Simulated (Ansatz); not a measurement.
C2H3I, SMILES C=CI, a short molecular-dynamics run

Computed with Ansatz 0.2.0 through its Python package.

The script, `md.py`:
```python
# -*- coding: utf-8 -*-
import warnings

import ansatz as az
import numpy as np

BASIS = "def2-SVP"
FUNCTIONAL = "B3LYP"
N_STEPS = 30
TEMPERATURE_K = 800

warnings.simplefilter("ignore", az.DeckWarning)

molecule = (
    az.Crystal.molecule()
    .atom("C", (-0.62363, 0.07451, -0.45395))
    .atom("C", (0.36705, 0.15983, 0.40551))
    .atom("I", (1.85594, -1.31809, 0.60698))
    .atom("H", (-0.74658, -0.76119, -1.1213))
    .atom("H", (-1.36072, 0.85836, -0.51777))
    .atom("H", (0.50793, 0.98657, 1.08053))
)

job = (
    molecule.calculation()
    .basis(gaussian=BASIS)
    .functional(FUNCTIONAL)
    .md("nve", timestep=1.0, steps=N_STEPS, temperature=TEMPERATURE_K, initial_velocities="maxwell_boltzmann", seed=61)
)
frames = []
job.session().plan().execute(on_event=lambda e: frames.append(e["data"]) if e["event"] == "md_step" else None)
print("t (fs)   E_pot (eV)      E_kin (eV)   T (K)   d(0-1) (A)")
for f in frames[::2]:
    xyz = np.array(f["positions_ang"])
    print(f"{f['time_fs']:6.2f} {f['lagrangian_ev']:14.5f} {f['e_kin_ev']:10.5f} {f['temperature_k']:8.1f} {np.linalg.norm(xyz[0] - xyz[1]):9.4f}")
kept = np.array([f["conserved_ev"] for f in frames])
print(f"conserved energy moves by at most {1000 * np.ptp(kept):.3f} meV")
```

```console
$ python md.py
t (fs)   E_pot (eV)      E_kin (eV)   T (K)   d(0-1) (A)
  0.00   -10223.87998    0.41363    800.0    1.3143
  2.00   -10223.73561    0.27873    539.1    1.3021
  4.00   -10223.69521    0.23326    451.1    1.2994
  6.00   -10223.63271    0.17330    335.2    1.3123
  8.00   -10223.61750    0.15934    308.2    1.3368
 10.00   -10223.69016    0.22628    437.6    1.3601
 12.00   -10223.63935    0.18194    351.9    1.3706
 14.00   -10223.68006    0.21743    420.5    1.3639
 16.00   -10223.66150    0.20100    388.8    1.3459
 18.00   -10223.62788    0.16944    327.7    1.3261
 20.00   -10223.68025    0.21636    418.5    1.3096
 22.00   -10223.59631    0.13849    267.8    1.2983
 24.00   -10223.63134    0.16921    327.3    1.2941
 26.00   -10223.67045    0.20915    404.5    1.3045
 28.00   -10223.65389    0.19485    376.9    1.3311
 30.00   -10223.71073    0.24864    480.9    1.3614
conserved energy moves by at most 10.114 meV
```

Notes:
- Total energies depend on the basis set; only differences at equal settings carry meaning.
- The trajectory is only some femtoseconds long, so its temperature is not equilibrated; where the script doesn't relax first, it starts from a rough generated geometry.
- def2 sets replace the cores of elements past krypton by effective core potentials.
- b3lyp holds the VWN-RPA fit, as in Gaussian; the form of ORCA and Turbomole is b3lyp5.
- The temperature counts the internal degrees of freedom alone.
- With hydrogen a step over 0.5 fs is long.
- Finished in 67 s on 1 thread of Arm Neoverse V2, with other jobs on the host, peak memory 0.21 GiB.

(A comment or docstring line of the script was reworded after the run, the code is as it ran; lines on the test bed's own set-up are left out of the output.)
